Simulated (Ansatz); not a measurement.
**C2H7ClGeO2: a ladder of functionals and wavefunction methods**

One table from this session's results is given with a row withheld; the runs are named, their logs left out.

Computed with Ansatz 0.2.0, Gaussian basis. Level: functionals in def2-TZVPP, the program's frozen cores in correlated methods.

The runs, in order: PBE-D4, r2SCAN-D4, PBE0-D4, B3LYP-D4, ωB97X-V, ωB97M-V, B2PLYP; CCSD(T)/def2-TZVPP; MP2/def2-QZVPP; extrapolation to the limit.

## The geometry

The geometry comes from an earlier relaxation with PBE0-D4 in a triple-zeta def2 set; it is a stationary point, not always the lowest conformer.

SMILES `C[O][GeH]([Cl])[O]C`, 13 atoms, charge 0, spin multiplicity 1.

Atoms are counted from 1 here; the program's logs count them from 0.

Bond lengths: C1–O2 1.414 Å, C1–H7 1.096 Å, C1–H8 1.091 Å, C1–H9 1.097 Å, O2–Ge3 1.762 Å, Ge3–Cl4 2.134 Å, Ge3–O5 1.757 Å, Ge3–H10 1.527 Å, O5–C6 1.415 Å, C6–H11 1.095 Å, C6–H12 1.091 Å, C6–H13 1.095 Å. Angles: O2–C1–H7 112.0°, O2–C1–H8 107.5°, O2–C1–H9 112.1°, H7–C1–H8 108.5°, H7–C1–H9 108.4°, H8–C1–H9 108.1°, C1–O2–Ge3 118.1°, O2–Ge3–Cl4 103.6°, O2–Ge3–O5 110.3°, O2–Ge3–H10 113.7°, Cl4–Ge3–O5 110.1°, Cl4–Ge3–H10 112.3°, O5–Ge3–H10 106.8°, Ge3–O5–C6 120.0°, O5–C6–H11 111.9°, O5–C6–H12 107.5°, O5–C6–H13 111.5°, H11–C6–H12 108.7° and more.

The first run:

The input, in.yaml:

```yaml
crystal:
  periodic: [false, false, false]
  atoms:
    - {symbol: C, position_ang: [-1.457492, 0.367223, -1.459868]}
    - {symbol: O, position_ang: [-0.499726, 1.144069, -0.768441]}
    - {symbol: Ge, position_ang: [1.092584, 0.443241, -0.486822]}
    - {symbol: Cl, position_ang: [2.145255, 1.985843, 0.545755]}
    - {symbol: O, position_ang: [0.958385, -0.983174, 0.530378]}
    - {symbol: C, position_ang: [0.396589, -0.878556, 1.824697]}
    - {symbol: H, position_ang: [-1.705589, -0.554080, -0.920799]}
    - {symbol: H, position_ang: [-2.363546, 0.968634, -1.553210]}
    - {symbol: H, position_ang: [-1.120174, 0.098800, -2.468880]}
    - {symbol: H, position_ang: [1.807715, 0.009573, -1.764921]}
    - {symbol: H, position_ang: [-0.610992, -0.449427, 1.799686]}
    - {symbol: H, position_ang: [0.336877, -1.886530, 2.238804]}
    - {symbol: H, position_ang: [1.020103, -0.265616, 2.483631]}
basis:
  gaussian: {orbitals: def2-TZVPP}
hamiltonian: {xc: pbe, dispersion: d4}
output: {forces: true, orbitals: {seedname: orbitals}}
```

Launch:

```sh
$ ansatz run in.yaml --threads 2 --pin off --events-out ev --progress --plain --max-ram 22528MiB --backend cuda --devices 0, --max-vram 18GiB
```

Steps of the session up to this table: PBE-D4 (GGA); r2SCAN-D4 (meta-GGA); PBE0-D4 (hybrid); B3LYP-D4 (hybrid); ωB97X-V (range-separated); ωB97M-V (range-separated); B2PLYP (double hybrid); CCSD(T) in def2-TZVPP; MP2 in def2-QZVPP.

One table of the session follows, with a row left open; its other results are not shown here.

```
            method  atomisation energy (eV)
            PBE-D4                   49.528
         r2SCAN-D4                   48.852
           PBE0-D4                   48.556
          B3LYP-D4                   48.450
           ωB97X-V                   48.890
           ωB97M-V                   48.720
            B2PLYP                   48.101
     HF/def2-TZVPP                        ?
    MP2/def2-TZVPP                   48.591
   CCSD/def2-TZVPP                   46.893
CCSD(T)/def2-TZVPP                   47.675
           MP2/CBS                   49.768
       CCSD(T)/CBS                   48.852
```

Q: Estimate the row for HF/def2-TZVPP from the others.

**Answer.** atomisation energy (eV): 34.792. In the column «atomisation energy (eV)» it is the lowest.
